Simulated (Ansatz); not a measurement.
# ClFGaH₅N₂Si: one species, many methods

How much do the methods differ for ClFGaH₅N₂Si? The plan is to run it at one geometry with functionals of several rungs and with coupled cluster, and see how far each lands from CCSD(T) at the basis-set limit for the atomisation energy.

Method: functionals in def2-TZVPP, the program's frozen cores in correlated methods; program: Ansatz 0.2.0, Gaussian basis.

Plan: LDA (SPW92), PBE-D4, revPBE-D4, BLYP-D4, r2SCAN-D4, B97M-V, PBE0-D4, B3LYP-D4, r2SCANh-D4, r2SCAN0-D4, HSE06-D4, BHLYP-D4, CAM-B3LYP-D4, LC-ωPBE, ωB97X-V, ωB97M-V, B2PLYP, PBE-QIDH; CCSD(T)/def2-SVP; CCSD(T)/def2-TZVPP; MP2/def2-QZVPP; extrapolation to the limit; RPA on PBE.

## 1. The relaxed structure

An earlier PBE0-D4 in a triple-zeta def2 set relaxation fixed the geometry.

SMILES `N[SiH](N)[Ga]([F])[Cl]`, 11 atoms, charge 0, spin multiplicity 1.

Atoms are counted from 1 here; the program's logs count them from 0.

Bond lengths: N1–Si2 1.702 Å, N1–H7 1.007 Å, N1–H8 1.006 Å, Si2–N3 1.707 Å, Si2–Ga4 2.420 Å, Si2–H9 1.490 Å, N3–H10 1.007 Å, N3–H11 1.007 Å, Ga4–F5 1.757 Å, Ga4–Cl6 2.164 Å. Angles: Si2–N1–H7 123.0°, Si2–N1–H8 122.1°, H7–N1–H8 113.0°, N1–Si2–N3 110.3°, N1–Si2–Ga4 99.9°, N1–Si2–H9 118.0°, N3–Si2–Ga4 117.7°, N3–Si2–H9 103.8°, Ga4–Si2–H9 107.9°, Si2–N3–H10 122.0°, Si2–N3–H11 120.6°, H10–N3–H11 112.2°, Si2–Ga4–F5 128.0°, Si2–Ga4–Cl6 121.6°, F5–Ga4–Cl6 110.4°.

## 2. LDA

This LDA is Slater exchange with PW92 correlation.

File in.yaml:

```yaml
crystal:
  periodic: [false, false, false]
  atoms:
    - {symbol: N, position_ang: [-0.946239, -1.328524, 0.222015]}
    - {symbol: Si, position_ang: [0.296163, -0.206377, 0.527196]}
    - {symbol: N, position_ang: [1.759756, -0.737334, -0.171544]}
    - {symbol: Ga, position_ang: [-0.720919, 1.793902, -0.377919]}
    - {symbol: F, position_ang: [0.018983, 3.368842, -0.619970]}
    - {symbol: Cl, position_ang: [-2.770890, 1.809273, -1.071876]}
    - {symbol: H, position_ang: [-0.889943, -2.296250, 0.494711]}
    - {symbol: H, position_ang: [-1.880324, -1.040870, -0.017643]}
    - {symbol: H, position_ang: [0.658197, 0.065874, 1.946498]}
    - {symbol: H, position_ang: [1.829914, -0.971843, -1.148169]}
    - {symbol: H, position_ang: [2.645303, -0.456704, 0.216692]}
basis:
  gaussian: {orbitals: def2-TZVPP}
hamiltonian: {xc: lda}
output: {orbitals: {seedname: orbitals}}
```

Run with:

```sh
$ ansatz run in.yaml --threads 2 --pin off --events-out ev --progress --plain --max-ram 32768MiB --backend cuda --devices 0, --max-vram 18GiB
```

Further steps of the session: PBE-D4 (GGA); revPBE-D4 (GGA); BLYP-D4 (GGA); r2SCAN-D4 (meta-GGA); B97M-V (meta-GGA); PBE0-D4 (hybrid); B3LYP-D4 (hybrid); r2SCANh-D4 (hybrid); r2SCAN0-D4 (hybrid); HSE06-D4 (hybrid); BHLYP-D4 (hybrid); CAM-B3LYP-D4 (range-separated); LC-ωPBE (range-separated); ωB97X-V (range-separated); ωB97M-V (range-separated); B2PLYP (double hybrid); PBE-QIDH (double hybrid); CCSD(T) in def2-SVP; CCSD(T) in def2-TZVPP; MP2 in def2-QZVPP; RPA on PBE orbitals.

**Question.** What will the summary of the whole plan be? Wanted: atomisation energy, CCSD(T)/CBS; farthest beyond LDA; mean size of error, GGA; mean size of error, meta-GGA; mean size of error, hybrid; mean size of error, range-separated; mean size of error, double hybrid; gap, smallest and largest; T1 diagnostic.

**Answer**, as computed:

| quantity | value |
| --- | --- |
| atomisation energy, CCSD(T)/CBS | 884.5 kcal/mol |
| functionals within 8.8 kcal/mol (1.0 %) | BLYP-D4, r2SCAN-D4, B97M-V, PBE0-D4, B3LYP-D4, HSE06-D4, CAM-B3LYP-D4, LC-ωPBE, ωB97X-V, ωB97M-V |
| farthest beyond LDA | BHLYP-D4 (-33.5 kcal/mol) |
| mean size of error, GGA | 9.9 kcal/mol |
| mean size of error, meta-GGA | 2.1 kcal/mol |
| mean size of error, hybrid | 14.5 kcal/mol |
| mean size of error, range-separated | 2.8 kcal/mol |
| mean size of error, double hybrid | 14.1 kcal/mol |
| gap, smallest and largest | 3.76 eV (LDA (SPW92)), 10.42 eV (LC-ωPBE) |
| T1 diagnostic | 0.0128 |
| triples share of the correlation energy | 3.7 % |

What this shows: The LDA atomisation energy is off by 129.2 kcal/mol (15 %): it overbinds. PBE-D4 is off by +11.5 kcal/mol. Double hybrids carry the basis error of their MP2 part in triple zeta, and no dispersion term here, so their miss is partly the set-up's. The rungs meta-GGA, range-separated miss on average by less than the doubt on the reference (8.8 kcal/mol), so they tie. The reference freezes the cores and leaves out relativity and excitations past (T), and its outer-core shells are covered unevenly, so misses under about 8.8 kcal/mol can't be ranked. Hartree-Fock recovers 69 % of the binding; the rest is correlation. CCSD(T) in def2-SVP is off by -79.7 kcal/mol, more than most functionals: a good method in a small basis is no reference. Orbital gaps span 3.8 to 10.4 eV; exact exchange widens them. Correlated methods include outer-core shells of Ga, which these sets cover unevenly.
